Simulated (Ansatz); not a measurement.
**Br started on an O site and H started in the widest void in perovskite LaGaO3, 11 atoms, charge +1**

Which settings matter for this cell? A base run comes first, then runs with one to three settings changed.

Program: Ansatz 0.2.0, PAW, plane waves. These are calculated values, not measurements.

3 further runs of the same task are left out: 3 that didn't finish.

### Step 1. Starting point

11 atoms (2 La, 2 Ga, 5 O, 1 Br, 1 H); a = 7.729 Å, b = 3.865 Å, c = 3.865 Å, α = 90.00°, β = 90.00°, γ = 90.00°. All atoms were shaken off their sites by about 0.02 Å along each axis. Defect site 1: (0.500, 0.500, 0.500). Defect site 2: (0.500, 0.500, 0.000). Starting moments add up to 1 μB.

Coordinates:

```
CELL_PARAMETERS angstrom
7.72931 0.00000 0.00000
0.00000 3.86465 0.00000
0.00000 0.00000 3.86465
ATOMIC_POSITIONS crystal
La 0.00060 0.99465 0.98747
La 0.50455 0.99362 0.00208
Ga 0.25214 0.50077 0.50812
Ga 0.74693 0.49672 0.50250
O 0.24980 0.50110 0.00972
O 0.74483 0.50172 0.99397
O 0.99889 0.49656 0.49462
O 0.24838 0.99133 0.49962
O 0.75051 0.99763 0.49023
Br 0.49651 0.50126 0.49937
H 0.50216 0.49825 0.00869
```

### Step 2. PBEsol on the given atoms

in.yaml reads:

```yaml
crystal:
  lattice:
    - [7.729308, 0.000000, 0.000000]
    - [0.000000, 3.864654, 0.000000]
    - [0.000000, 0.000000, 3.864654]
  atoms:
    - { symbol: La, position: [0.000596, 0.994647, 0.987471] }
    - { symbol: La, position: [0.504548, 0.993622, 0.002079], spin: 0.143 }
    - { symbol: Ga, position: [0.252138, 0.500773, 0.508119], spin: 0.143 }
    - { symbol: Ga, position: [0.746927, 0.496717, 0.502502], spin: 0.143 }
    - { symbol: O, position: [0.249802, 0.501099, 0.009724], spin: 0.143 }
    - { symbol: O, position: [0.744827, 0.501723, 0.993969], spin: 0.143 }
    - { symbol: O, position: [0.998895, 0.496561, 0.494616] }
    - { symbol: O, position: [0.248381, 0.991327, 0.499620] }
    - { symbol: O, position: [0.750513, 0.997633, 0.490232] }
    - { symbol: Br, position: [0.496513, 0.501262, 0.499374], spin: 0.143 }
    - { symbol: H, position: [0.502161, 0.498248, 0.008686], spin: 0.143 }
kpoints:
  mp_grid: { grid: [2, 2, 2], shift: [0.5, 0.5, 0.5] }
hamiltonian:
  xc: pbesol
total_charge: 1
magnetization:
  spin_polarized: true
scf:
  occupations: { method: fermi_dirac, width: 0.01 }
output:
  forces: true
  eigenvalues: true
  populations: true
  charged_corrections: { epsilon: 27 }
```

Started as:

```bash
$ ansatz run in.yaml --threads 8 --pin off --max-ram 13300MiB --runs-dir r --events-out ev --progress --plain
```

### Step 3. Run again with accuracy low, occupations tetrahedron

Edit in.yaml of step 2 so:

```diff
@@ -1 +1,2 @@
+accuracy: low
 crystal:
@@ -25,3 +26,4 @@
 scf:
-  occupations: { method: fermi_dirac, width: 0.01 }
+  occupations: { method: tetrahedron }
+  max_iter: 100
 output:
@@ -29,3 +31,2 @@
   eigenvalues: true
-  populations: true
-  charged_corrections: { epsilon: 27 }
+  stress: true
```

### Step 4. Changed settings: accuracy high, cutoff 350 eV

Edit in.yaml of step 3 so:

```diff
@@ -1,2 +1,2 @@
-accuracy: low
+accuracy: high
 crystal:
@@ -20,2 +20,3 @@
   mp_grid: { grid: [2, 2, 2], shift: [0.5, 0.5, 0.5] }
+basis: { ecutwfc: 350 }
 hamiltonian:
@@ -26,4 +27,4 @@
 scf:
-  occupations: { method: tetrahedron }
-  max_iter: 100
+  occupations: { method: fermi_dirac, width: 0.01 }
+  max_iter: 60
 output:
@@ -32 +33,5 @@
   stress: true
+  write_density: true
+  write_potential: true
+  elf: true
+  volumetric_format: npy
```

### Step 5. Variant: mixer msr1, accuracy high

Edit in.yaml of step 4 so:

```diff
@@ -20,3 +20,2 @@
   mp_grid: { grid: [2, 2, 2], shift: [0.5, 0.5, 0.5] }
-basis: { ecutwfc: 350 }
 hamiltonian:
@@ -28,3 +27,4 @@
   occupations: { method: fermi_dirac, width: 0.01 }
-  max_iter: 60
+  max_iter: 90
+  mixing: { algorithm: msr1 }
 output:
@@ -33,5 +33 @@
   stress: true
-  write_density: true
-  write_potential: true
-  elf: true
-  volumetric_format: npy
```

Q: Predict the outcome of this session. Wanted: for each run, settings; status; energy from base; forces from base.

As calculated:

| settings | status | cycles | time | energy from base (meV/atom) | forces from base (eV/Å rms) | filled to empty level on the mesh (eV) |
| --- | --- | --- | --- | --- | --- | --- |
| base | converged | 12 | 2.5 s (8 CPU threads) | 0 | 0 | 0.61 |
| accuracy low, occupations tetrahedron | converged, settings too loose | 15 | 2.4 s (8 CPU threads) | 0.0 | 0.000 | 0.61 |
| accuracy high, cutoff 350 eV | converged, settings too loose | 12 | 1.7 s (8 CPU threads) | +45.0 | 0.011 | 0.61 |
| mixer msr1, accuracy high | converged | 12 | 2 s (8 CPU threads) | 0.0 | 0.000 | 0.61 |

**Reading.** Among these variants the forces move most with accuracy high, cutoff 350 eV (0.011 eV/Å rms).
